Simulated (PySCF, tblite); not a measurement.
**C₃H₉FN₂Si: geometry, infrared bands and NMR shifts**

What infrared bands and NMR shifts should C₃H₉FN₂Si (`C=C(CN)[Si@H](N)F`) show?

Programs: tblite 0.8.0 and PySCF 2.14.0, with density-fitted response routines of our own. Each step states its level of theory. These are calculated values for one molecule in the gas phase, unless marked as measured. Atoms are numbered from 0 throughout.

### Step 1. The molecule as given

16 atoms, charge 0, multiplicity 1; geometry from: force field or distance geometry start.

Bonds of the start (Å): C0–C1 1.33, C1–C2 1.46, C2–N3 1.43, C1–Si4 1.85, Si4–N5 1.74, Si4–F6 1.69, C0–H7 1.07, C0–H8 1.10, C2–H9 1.12, C2–H10 1.12, N3–H11 1.04, N3–H12 1.03, Si4–H13 1.48, N5–H14 1.02, N5–H15 1.03.

### Step 2. Geometry optimisation with GFN2-xTB

The job: settings as JSON, then the geometry in Å.

```
{"job": {"kind": "relax", "xc": "GFN2-xTB", "basis": "xTB"}, "charge": 0, "multiplicity": 1}
C     -0.249100    -0.264900     1.434800
C     -0.230300     0.126300     0.167700
C     -1.392200     0.191100    -0.717300
N     -2.558000    -0.214300     0.011500
Si     1.407100     0.611800    -0.539100
N      2.503700    -0.722400    -0.289600
F      1.932000     1.998200     0.267800
H     -1.115600    -0.566800     1.987100
H      0.699900    -0.269400     1.981800
H     -1.239100    -0.469100    -1.603200
H     -1.502900     1.232300    -1.101500
H     -2.382900    -1.129700     0.473300
H     -2.975300     0.491000     0.641400
H      1.206000     0.969000    -1.964300
H      2.535200    -1.441400    -1.013600
H      3.353800    -0.532700     0.251800
```

Command:

```bash
> OMP_NUM_THREADS=1 python probes_run.py task.json out
```

One launch serves the whole session: the jobs run in the order shown.

**Question.** This job is followed by: GFN2-xTB harmonic vibrations, gas phase; GIAO PBE0/pcSseg-1 NMR shielding, non-relativistic, gas phase. What will the session give for the following? strongest single infrared mode (GFN2-xTB); zero-point energy (GFN2-xTB); 13C shifts against TMS (PBE0/pcSseg-1); 1H shifts against TMS (PBE0/pcSseg-1, means over atoms taken as alike); 15N shifts against NH3 (PBE0/pcSseg-1); 29Si shifts against TMS (PBE0/pcSseg-1); 19F shifts against CFCl3 (PBE0/pcSseg-1).

The runs gave:

| quantity | value |
| --- | --- |
| strongest single infrared mode (GFN2-xTB) | 842 cm⁻¹, 367 km/mol |
| zero-point energy (GFN2-xTB) | 76.9 kcal/mol |
| 13C shifts against TMS (PBE0/pcSseg-1) | 161.0, 130.5, 51.7 ppm |
| 1H shifts against TMS (PBE0/pcSseg-1, means over atoms taken as alike) | 6.33, 6.26, 5.31, 3.55, 3.36, 0.60, 0.52 ppm |
| 15N shifts against NH3 (PBE0/pcSseg-1) | 27.0, 24.6 ppm |
| 29Si shifts against TMS (PBE0/pcSseg-1) | -13.1 ppm |
| 19F shifts against CFCl3 (PBE0/pcSseg-1) | -181.8 ppm |

In words: Relaxing lowered the energy by 0.567 eV in 77 steps; the close pair that moved most is Si4–F6, from 1.688 to 1.615 Å. The lowest mode is imaginary (25i cm⁻¹), so the xTB geometry is not a minimum. The strongest single mode, at 842 cm⁻¹, is spread over several atoms, Si4, H15, H14, F6 among them. Unscaled tight-binding wavenumbers are off by several per cent, some by more. Its intensities can rank the bands wrongly. C1 (fully substituted alkene carbon) lies farthest downfield among carbon, at 161.0 ppm; an sp2 carbon of a C=C bond.
